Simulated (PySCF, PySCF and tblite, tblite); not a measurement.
# C₆H₇NO: telling isomers apart by computed NMR, part 1 of 2

Aim: see whether computed shieldings tell isomers of C₆H₇NO apart.

Programs: PySCF 2.14.0 with density-fitted response routines of our own, and tblite 0.8.0. All values are computed, except where a source is named. Atoms count from 0 throughout.

## 1. The starting structure

15 atoms, charge 0, multiplicity 1; geometry from: MMFF94s geometry. This is the first candidate.

Bonds of the start (Å): C0–C1 1.49, C0–H10 1.09, C0–H8 1.09, C0–H9 1.10, C1–C3 1.47, C1–O2 1.23, C3–C4 1.42, C3–C7 1.39, C4–C5 1.37, C4–H11 1.08, C5–H12 1.09, C5–N6 1.37, C7–H14 1.08, N6–C7 1.36, N6–H13 1.02.

## 2. GFN2-xTB relaxation, isomer A, conformer 1

What the job is given:

```
{"job": {"xc": "GFN2-xTB", "basis": "xTB", "kind": "relax"}, "charge": 0, "multiplicity": 1}
C     -2.389800     0.316500     0.416100
C     -1.335600    -0.720100     0.195400
O     -1.630800    -1.896800    -0.024900
C      0.067600    -0.294700     0.277800
C      0.606100     0.990700     0.551900
C      1.976000     0.891900     0.518400
N      2.305400    -0.408500     0.255100
C      1.162200    -1.137100     0.119700
H     -2.307100     1.098800    -0.340300
H     -3.389800    -0.144700     0.331100
H     -2.310700     0.747600     1.416400
H      0.051500     1.902300     0.730500
H      2.748500     1.637200     0.678200
H      3.248900    -0.780800     0.180000
H      1.193200    -2.194200    -0.095400
```

Started as:

```console
> OMP_NUM_THREADS=1 python ens_run.py task.json out
```

This one command runs the whole study; its stages follow in the order run.

Log:

```text
step      E/eV     max force
  0    -636.41776    1.492
  1    -636.43961    1.495
  2    -636.45761    0.236
  3    -636.46148    0.166
  4    -636.46511    0.131
  5    -636.46647    0.103
  6    -636.46839    0.122
  7    -636.46946    0.111
  8    -636.47034    0.069
  9    -636.47088    0.057
 10    -636.47134    0.062
 11    -636.47177    0.054
 12    -636.47222    0.051
 13    -636.47262    0.052
 14    -636.47290    0.045
 15    -636.47310    0.041
 16    -636.47329    0.041
 17    -636.47350    0.035
 18    -636.47350    0.035
 19    -636.47361    0.035
 20    -636.47376    0.043
 21    -636.47383    0.029
 22    -636.47393    0.043
 23    -636.47408    0.046
 24    -636.47416    0.030
 25    -636.47428    0.033
 26    -636.47440    0.046
 27    -636.47449    0.038
 28    -636.47458    0.022
 29    -636.47468    0.029
 30    -636.47477    0.034
 31    -636.47484    0.030
 32    -636.47487    0.021
 33    -636.47490    0.023
 34    -636.47494    0.033
 35    -636.47499    0.027
 36    -636.47502    0.014
 37    -636.47503    0.010
 38    -636.47504    0.008
 39    -636.47504    0.009
 40    -636.47505    0.007
 41    -636.47505    0.010
 42    -636.47506    0.011
 43    -636.47506    0.006
 44    -636.47506    0.002
```

Run time: 0.2 s. Hardware: 1 thread of Arm Neoverse V2, shared host.

Gain 0.057 eV; displacement 0.04 Å root mean square.

GFN2-xTB relaxation, isomer A, conformer 2:

What the job is given:

```
{"job": {"xc": "GFN2-xTB", "basis": "xTB", "kind": "relax"}, "charge": 0, "multiplicity": 1}
C      2.334600     0.501800    -0.573500
C      1.407300    -0.540300    -0.000100
O      1.888100    -1.580400     0.495400
C     -0.032000    -0.297500    -0.022700
C     -1.048600    -1.174100     0.491700
C     -2.271400    -0.572200     0.263400
N     -2.037200     0.633500    -0.350500
C     -0.681600     0.808200    -0.517800
H      2.108700     0.645100    -1.632200
H      2.205500     1.445000    -0.024600
H      3.362600     0.175100    -0.480000
H     -0.893100    -2.139600     0.954900
H     -3.277500    -0.896200     0.504700
H     -2.750400     1.287600    -0.629300
H     -0.319500     1.712100    -0.992100
```

Log:

```text
step      E/eV     max force
  0    -636.32438    2.545
  1    -636.35907    2.644
  2    -636.40858    0.390
  3    -636.41517    0.210
  4    -636.42209    0.157
  5    -636.42383    0.134
  6    -636.42681    0.145
  7    -636.42838    0.142
  8    -636.42994    0.083
  9    -636.43084    0.069
 10    -636.43145    0.062
 11    -636.43191    0.056
 12    -636.43235    0.047
 13    -636.43270    0.052
 14    -636.43292    0.048
 15    -636.43304    0.031
 16    -636.43304    0.031
 17    -636.43309    0.026
 18    -636.43319    0.021
 19    -636.43322    0.021
 20    -636.43329    0.028
 21    -636.43334    0.028
 22    -636.43338    0.017
 23    -636.43341    0.019
 24    -636.43346    0.020
 25    -636.43351    0.017
 26    -636.43356    0.023
 27    -636.43362    0.018
 28    -636.43366    0.021
 29    -636.43371    0.021
 30    -636.43375    0.020
 31    -636.43378    0.017
 32    -636.43380    0.011
 33    -636.43380    0.005
 34    -636.43381    0.005
 35    -636.43381    0.005
 36    -636.43381    0.003
```

Wall time 0.14 s (1 thread of Arm Neoverse V2, shared host).

Gain 0.109 eV; displacement 0.04 Å root mean square.

## 3. Shieldings, isomer A, conformer 1: PBE0/pcSseg-1

What the job is given:

```
{"job": {"xc": "PBE0", "basis": "pcSseg-1", "kind": "nmr", "pop": true}, "charge": 0, "multiplicity": 1}
C     -2.361085     0.323967     0.417604
C     -1.324179    -0.754043     0.198546
O     -1.629735    -1.905965    -0.032580
C      0.066835    -0.317518     0.283443
C      0.580558     0.982356     0.544571
C      1.940079     0.890267     0.522475
N      2.279566    -0.404456     0.260233
C      1.163090    -1.143415     0.113871
H     -2.237663     1.108846    -0.325232
H     -3.357047    -0.102746     0.334481
H     -2.233546     0.761375     1.405247
H      0.011860     1.871739     0.725501
H      2.688960     1.642701     0.672515
H      3.222049    -0.751839     0.187526
H      1.185844    -2.193281    -0.098278
```

Log:

```text
coarse grid: 13008 points
cycle   1  E = -362.1611493227  dE =  1.604e+00  |g| = 8.270e-01  |ddm| = 3.718e+00
cycle   2  E = -361.7719326316  dE =  3.892e-01  |g| = 1.615e+00  |ddm| = 3.541e+00
cycle   3  E = -362.3012057430  dE = -5.293e-01  |g| = 1.985e-01  |ddm| = 2.805e+00
cycle   4  E = -362.3091136560  dE = -7.908e-03  |g| = 8.369e-02  |ddm| = 2.675e-01
cycle   5  E = -362.3104148805  dE = -1.301e-03  |g| = 3.855e-02  |ddm| = 1.050e-01
cycle   6  E = -362.3107612678  dE = -3.464e-04  |g| = 6.294e-03  |ddm| = 3.466e-02
cycle   7  E = -362.3107692508  dE = -7.983e-06  |g| = 2.256e-03  |ddm| = 6.034e-03
final grid: 127056 points
cycle   8  E = -362.3659150385  dE = -1.840e-05  |g| = 1.416e-02  |ddm| = 4.106e-02
cycle   9  E = -362.3658171736  dE =  9.786e-05  |g| = 2.665e-02  |ddm| = 4.035e-02
cycle  10  E = -362.3659550231  dE = -1.378e-04  |g| = 2.793e-03  |ddm| = 2.919e-02
cycle  11  E = -362.3659565468  dE = -1.524e-06  |g| = 3.985e-04  |ddm| = 2.515e-03
cycle  12  E = -362.3659565728  dE = -2.597e-08  |g| = 2.355e-04  |ddm| = 5.549e-04
cycle  13  E = -362.3659565854  dE = -1.264e-08  |g| = 4.935e-05  |ddm| = 2.495e-04
cycle  14  E = -362.3659565859  dE = -5.333e-10  |g| = 1.795e-05  |ddm| = 6.551e-05
converged SCF energy = -362.3659565859

GIAO shielding tensors (ppm)
atom      isotropic    diamagn.    paramagn.     s11        s22        s33       span
  0 C      156.685     253.611     -96.926    138.504    142.088    189.464     50.960
  1 C       -8.720     241.529    -250.249    -96.189    -32.096    102.126    198.315
  2 O     -279.073     399.894    -678.967   -818.601   -361.908    343.290   1161.891
  3 C       55.869     262.303    -206.433     -5.992     35.054    138.546    144.538
  4 C       71.561     250.504    -178.943     -6.061     57.315    163.428    169.489
  5 C       66.571     253.390    -186.819     -5.733     66.609    138.837    144.570
  6 N       92.406     329.857    -237.450     -6.170     99.022    184.367    190.537
  7 C       60.801     250.449    -189.649     -8.034     44.174    146.262    154.296
  8 H       29.027      30.842      -1.815     25.307     29.586     32.187      6.880
  9 H       29.630      28.254       1.376     26.075     28.068     34.747      8.672
 10 H       29.026      30.003      -0.977     25.302     29.591     32.184      6.883
 11 H       24.987      33.103      -8.116     22.460     25.031     27.470      5.009
 12 H       25.119      30.250      -5.131     21.802     25.940     27.615      5.812
 13 H       23.770      30.176      -6.406     17.824     23.793     29.693     11.869
 14 H       24.189      32.446      -8.257     20.394     25.899     26.274      5.880
```

Run time: 18 s. Hardware: 1 thread of Arm Neoverse V2, shared host.

This run: HOMO -6.61 eV, LUMO -0.69 eV; dipole 4.36 D.

## 4. Shieldings, isomer A, conformer 2: PBE0/pcSseg-1

What the job is given:

```
{"job": {"xc": "PBE0", "basis": "pcSseg-1", "kind": "nmr", "pop": false}, "charge": 0, "multiplicity": 1}
C      2.295833     0.497750    -0.567414
C      1.405752    -0.575024     0.024434
O      1.859995    -1.593497     0.500057
C     -0.028273    -0.299495    -0.016859
C     -1.039242    -1.166848     0.482067
C     -2.238438    -0.561351     0.261064
N     -2.006014     0.636077    -0.349928
C     -0.679120     0.809235    -0.524588
H      2.044713     0.649911    -1.614549
H      2.148143     1.434978    -0.035926
H      3.336102     0.194305    -0.484691
H     -0.861044    -2.116529     0.942680
H     -3.234582    -0.885170     0.488433
H     -2.719101     1.290925    -0.627536
H     -0.289136     1.692722    -0.990005
```

Log:

```text
coarse grid: 13008 points
cycle   1  E = -362.1533799519  dE =  1.609e+00  |g| = 8.377e-01  |ddm| = 3.728e+00
cycle   2  E = -361.6787242761  dE =  4.747e-01  |g| = 1.720e+00  |ddm| = 3.836e+00
cycle   3  E = -362.2998736452  dE = -6.211e-01  |g| = 1.965e-01  |ddm| = 3.109e+00
cycle   4  E = -362.3079324578  dE = -8.059e-03  |g| = 7.957e-02  |ddm| = 2.589e-01
cycle   5  E = -362.3091570616  dE = -1.225e-03  |g| = 3.156e-02  |ddm| = 9.565e-02
cycle   6  E = -362.3093815712  dE = -2.245e-04  |g| = 7.917e-03  |ddm| = 3.094e-02
cycle   7  E = -362.3093943689  dE = -1.280e-05  |g| = 2.491e-03  |ddm| = 7.727e-03
cycle   8  E = -362.3093957792  dE = -1.410e-06  |g| = 7.476e-04  |ddm| = 3.514e-03
final grid: 127056 points
cycle   9  E = -362.3652051734  dE = -2.029e-05  |g| = 1.304e-02  |ddm| = 3.816e-02
cycle  10  E = -362.3651191238  dE =  8.605e-05  |g| = 2.493e-02  |ddm| = 3.622e-02
cycle  11  E = -362.3652387783  dE = -1.197e-04  |g| = 2.612e-03  |ddm| = 2.694e-02
cycle  12  E = -362.3652402184  dE = -1.440e-06  |g| = 3.078e-04  |ddm| = 2.759e-03
cycle  13  E = -362.3652402341  dE = -1.565e-08  |g| = 1.829e-04  |ddm| = 4.632e-04
cycle  14  E = -362.3652402420  dE = -7.875e-09  |g| = 3.609e-05  |ddm| = 1.925e-04
cycle  15  E = -362.3652402422  dE = -2.344e-10  |g| = 1.863e-05  |ddm| = 4.728e-05
converged SCF energy = -362.3652402422

GIAO shielding tensors (ppm)
atom      isotropic    diamagn.    paramagn.     s11        s22        s33       span
  0 C      157.781     253.999     -96.218    137.521    143.912    191.910     54.388
  1 C       -6.827     241.585    -248.412    -95.117    -28.941    103.577    198.693
  2 O     -294.625     399.710    -694.334   -859.174   -368.568    343.867   1203.041
  3 C       54.997     262.465    -207.468      6.380     20.688    137.923    131.544
  4 C       70.449     248.329    -177.880    -13.868     55.691    169.524    183.392
  5 C       65.444     253.636    -188.192     -9.610     65.988    139.954    149.564
  6 N       95.239     328.884    -233.645      3.364    102.471    179.881    176.517
  7 C       62.301     252.311    -190.009     -4.136     48.421    142.619    146.755
  8 H       29.109      30.412      -1.303     25.320     29.730     32.278      6.958
  9 H       29.110      30.794      -1.685     25.317     29.739     32.273      6.956
 10 H       29.640      28.299       1.341     26.034     28.080     34.807      8.773
 11 H       24.504      32.422      -7.918     21.328     25.757     26.426      5.098
 12 H       25.032      29.685      -4.653     21.702     25.918     27.476      5.774
 13 H       23.982      30.802      -6.820     17.932     23.970     30.044     12.112
 14 H       24.615      33.341      -8.726     21.354     25.235     27.256      5.901
```

Wall time 17 s (1 thread of Arm Neoverse V2, shared host).

Key values: HOMO -6.71 eV, LUMO -0.74 eV; dipole 5.48 D.

## 5. Averages, isomer A: properties at PBE0/pcSseg-1

What the job is given:

```
{"job": {"study": "conf", "smiles": "CC(=O)c1cc[nH]c1", "search": {"seed": 8604, "n_embed": 60, "ff_keep": 14, "window": 2.5, "nmax": 6, "temps": [250, 298.15, 350], "t_ref": 298.15, "order": 0.0005}, "level": {"nmr": {"xc": "PBE0", "basis": "pcSseg-1"}}, "kind": "conf"}, "charge": 0, "multiplicity": 1}
C     -2.361085     0.323967     0.417604
C     -1.324179    -0.754043     0.198546
O     -1.629735    -1.905965    -0.032580
C      0.066835    -0.317518     0.283443
C      0.580558     0.982356     0.544571
C      1.940079     0.890267     0.522475
N      2.279566    -0.404456     0.260233
C      1.163090    -1.143415     0.113871
H     -2.237663     1.108846    -0.325232
H     -3.357047    -0.102746     0.334481
H     -2.233546     0.761375     1.405247
H      0.011860     1.871739     0.725501
H      2.688960     1.642701     0.672515
H      3.222049    -0.751839     0.187526
H      1.185844    -2.193281    -0.098278
```

Log:

```text
conformer  sym    E(xTB)   E(DFT)   G(298.15 K)  weight  dipole/D
    1     Cs      0.000    0.000    0.000   0.6574    4.360
    2     Cs      0.951    0.454    0.386   0.3426    5.484

mean shielding (ppm) by class
class atoms           250 K   298.15 K      350 K
  0 C  0            157.028    157.061    157.087
  1 C  1             -8.127     -8.071     -8.026
  2 O  2            -283.94   -284.401    -284.77
  3 C  3             55.596     55.571      55.55
  4 C  4             71.213      71.18     71.153
  5 C  5             66.218     66.185     66.158
  6 N  6             93.293     93.377     93.444
  7 C  7              61.27     61.315      61.35
  8 H  8,9,10        29.246     29.248     29.249
  9 H  11            24.836     24.821      24.81
 10 H  12            25.092     25.089     25.087
 11 H  13            23.836     23.842     23.847
 12 H  14            24.322     24.335     24.345
```

It took 36 s on 1 thread of Arm Neoverse V2, shared host. This counts the runs that the step sums up.

The search (ETKDG and KDG, MMFF94s, GFN2-xTB) embedded 60 structures, kept 2 distinct ones after the force field and 2 after xTB; 2 were carried on (window 2.5 kcal/mol at the search's own energies). Energies: PBE0/pcSseg-1 with D3(BJ).

The conformers at 298 K:

```tsv
no.	group	mirror pair	ΔE xTB	ΔE DFT	ΔG	weight (%)	μ (D)	O2–C1–C3–C4 (°)	A, B, C (GHz)
1	Cs	no	0.00	0.00	0.00	65.7	4.36	-180	4.88, 1.57, 1.20
2	Cs	no	0.95	0.45	0.39	34.3	5.48	0	4.87, 1.57, 1.20
```

Energies in kcal/mol. ΔG holds xTB vibrations and rotation, symmetry numbers and mirror pairs.

Weights (%) by temperature:

```tsv
no.	250 K	298 K	350 K
1	68.7	65.7	63.4
2	31.3	34.3	36.6
```

How the weights hang on the way they are made:

```tsv
scheme	1	2	mean μ (D)
DFT free energy	66	34	4.75
DFT energy, symmetry counted	68	32	4.72
DFT energy alone	68	32	4.72
xTB energy, symmetry counted	83	17	4.55
xTB free energy	82	18	4.57
lowest conformer only	100	0	4.36
equal weights	50	50	4.92
conformers found from three starts alone	0	100	5.48
```

Shifts against references run at the same level (¹⁵N NH3 267.7, ¹H TMS 31.72, ¹⁷O H2O 336.1, ¹³C TMS 186.9 ppm of shielding), by class of atoms, at 298 K:

```tsv
atoms	environment	no. 1	no. 2	average
C1	ketone carbonyl carbon	195.6	193.8	195.0
C3	substituted aromatic carbon	131.1	131.9	131.4
C7	aromatic CH next to a ring nitrogen	126.1	124.6	125.6
C5	aromatic CH next to a ring nitrogen	120.4	121.5	120.7
C4	aromatic CH	115.4	116.5	115.7
C0	methyl carbon α to a carbonyl	30.2	29.1	29.9
H13	hydrogen on a pyrrole-type ring nitrogen	7.95	7.73	7.88
H14	hydrogen on an aromatic CH next to a ring nitrogen	7.53	7.10	7.38
H11	hydrogen on an aromatic CH	6.73	7.21	6.90
H12	hydrogen on an aromatic CH next to a ring nitrogen	6.60	6.68	6.63
H8, H9, H10	hydrogen on a methyl carbon α to a carbonyl	2.49	2.43	2.47
O2	ketone oxygen	615.2	630.7	620.5
N6	pyrrole-type ring nitrogen	175.3	172.5	174.4
```

Effective distances for nuclear Overhauser effects, ⟨r⁻⁶⟩^(−1/6) over all pairs of two classes (Å): H12···H13 2.50; H13···H14 2.50; H11···H12 2.70; H8···H11 2.95; H8···H14 3.30.

## 6. GFN2-xTB relaxation, isomer B, conformer 1

What the job is given:

```
{"job": {"xc": "GFN2-xTB", "basis": "xTB", "kind": "relax"}, "charge": 0, "multiplicity": 1}
C     -2.332500    -0.046800     0.562100
C     -1.262400    -0.768900    -0.199700
O     -1.497200    -1.812900    -0.802400
C      0.075700    -0.200100    -0.165800
C      0.574000     0.925400     0.467600
C      1.953200     1.012100     0.162900
C      2.276300    -0.065000    -0.627100
N      1.140700    -0.794700    -0.809100
H     -3.282900    -0.584200     0.452200
H     -2.097400     0.000600     1.631300
H     -2.468500     0.962400     0.157000
H      0.005900     1.623900     1.064000
H      2.642400     1.781700     0.504000
H      3.216900    -0.380700    -1.068100
H      1.051400    -1.644900    -1.351000
```

Log:

```text
step      E/eV     max force
  0    -636.55573    0.932
  1    -636.58039    0.869
  2    -636.59250    0.296
  3    -636.59804    0.208
  4    -636.60215    0.157
  5    -636.60372    0.120
  6    -636.60596    0.146
  7    -636.60712    0.108
  8    -636.60809    0.081
  9    -636.60883    0.081
 10    -636.60947    0.069
 11    -636.60998    0.052
 12    -636.61038    0.060
 13    -636.61063    0.037
 14    -636.61063    0.037
 15    -636.61071    0.034
 16    -636.61080    0.023
 17    -636.61081    0.017
 18    -636.61083    0.009
 19    -636.61085    0.009
 20    -636.61086    0.008
 21    -636.61087    0.008
 22    -636.61087    0.007
 23    -636.61088    0.006
 24    -636.61088    0.006
 25    -636.61089    0.006
 26    -636.61089    0.005
 27    -636.61090    0.006
 28    -636.61090    0.007
 29    -636.61091    0.007
 30    -636.61091    0.005
 31    -636.61091    0.005
 32    -636.61092    0.005
 33    -636.61092    0.005
 34    -636.61092    0.003
```

Run time: 0.14 s. Hardware: 1 thread of Arm Neoverse V2, shared host.

Relaxing gained 0.055 eV and moved the atoms by 0.03 Å on average (rms).

## 7. Shieldings, isomer B, conformer 1: PBE0/pcSseg-1

What the job is given:

```
{"job": {"xc": "PBE0", "basis": "pcSseg-1", "kind": "nmr", "pop": false}, "charge": 0, "multiplicity": 1}
C     -2.330087    -0.057092     0.552369
C     -1.246399    -0.786656    -0.201991
O     -1.451482    -1.813974    -0.824562
C      0.076027    -0.192165    -0.147449
C      0.579014     0.943104     0.471382
C      1.941872     1.011435     0.169703
C      2.241525    -0.076668    -0.622000
N      1.116940    -0.788914    -0.804290
H     -3.272408    -0.587190     0.445154
H     -2.064548     0.007917     1.604925
H     -2.432309     0.952784     0.162099
H      0.025731     1.639114     1.069716
H      2.630203     1.767439     0.491878
H      3.177641    -0.372180    -1.054274
H      1.003867    -1.638964    -1.334573
```

Log:

```text
coarse grid: 13008 points
cycle   1  E = -362.1763592396  dE =  1.598e+00  |g| = 8.178e-01  |ddm| = 3.691e+00
cycle   2  E = -361.7808988694  dE =  3.955e-01  |g| = 1.630e+00  |ddm| = 3.045e+00
cycle   3  E = -362.3081450907  dE = -5.272e-01  |g| = 1.963e-01  |ddm| = 2.396e+00
cycle   4  E = -362.3162637699  dE = -8.119e-03  |g| = 7.585e-02  |ddm| = 2.432e-01
cycle   5  E = -362.3173390748  dE = -1.075e-03  |g| = 3.444e-02  |ddm| = 9.558e-02
cycle   6  E = -362.3176222968  dE = -2.832e-04  |g| = 6.299e-03  |ddm| = 3.381e-02
cycle   7  E = -362.3176302445  dE = -7.948e-06  |g| = 2.231e-03  |ddm| = 6.228e-03
final grid: 127056 points
cycle   8  E = -362.3722848192  dE = -1.476e-05  |g| = 1.348e-02  |ddm| = 3.837e-02
cycle   9  E = -362.3721904850  dE =  9.433e-05  |g| = 2.591e-02  |ddm| = 3.639e-02
cycle  10  E = -362.3723208126  dE = -1.303e-04  |g| = 2.680e-03  |ddm| = 2.629e-02
cycle  11  E = -362.3723222230  dE = -1.410e-06  |g| = 3.220e-04  |ddm| = 2.291e-03
cycle  12  E = -362.3723222394  dE = -1.641e-08  |g| = 1.810e-04  |ddm| = 3.756e-04
cycle  13  E = -362.3723222460  dE = -6.647e-09  |g| = 4.256e-05  |ddm| = 1.648e-04
cycle  14  E = -362.3723222464  dE = -4.014e-10  |g| = 1.863e-05  |ddm| = 5.970e-05
converged SCF energy = -362.3723222464

GIAO shielding tensors (ppm)
atom      isotropic    diamagn.    paramagn.     s11        s22        s33       span
  0 C      159.120     253.584     -94.464    141.080    144.496    191.783     50.703
  1 C       -3.761     244.132    -247.893    -91.985    -22.688    103.390    195.375
  2 O     -247.961     399.563    -647.524   -767.669   -336.259    360.044   1127.713
  3 C       51.294     258.535    -207.241     -0.527     30.492    123.916    124.443
  4 C       66.975     252.495    -185.519     -7.135     41.897    166.163    173.298
  5 C       71.081     255.827    -184.745     -6.863     59.200    160.907    167.771
  6 C       61.098     250.851    -189.753    -15.513     54.600    144.207    159.719
  7 N       92.376     327.761    -235.385     -3.677     87.841    192.965    196.642
  8 H       29.630      28.119       1.511     25.935     28.059     34.896      8.961
  9 H       29.003      30.425      -1.422     25.183     29.397     32.431      7.248
 10 H       29.006      30.415      -1.409     25.194     29.386     32.439      7.245
 11 H       24.750      33.550      -8.801     22.177     24.887     27.185      5.008
 12 H       25.276      31.066      -5.791     22.683     26.089     27.055      4.372
 13 H       24.803      29.263      -4.461     21.437     25.879     27.092      5.655
 14 H       22.781      33.674     -10.893     15.764     24.020     28.559     12.795
```

Run time: 17 s. Hardware: 1 thread of Arm Neoverse V2, shared host.

Key values: HOMO -6.69 eV, LUMO -1.13 eV; dipole 2.20 D.

(Continued in part 2 of 2.)
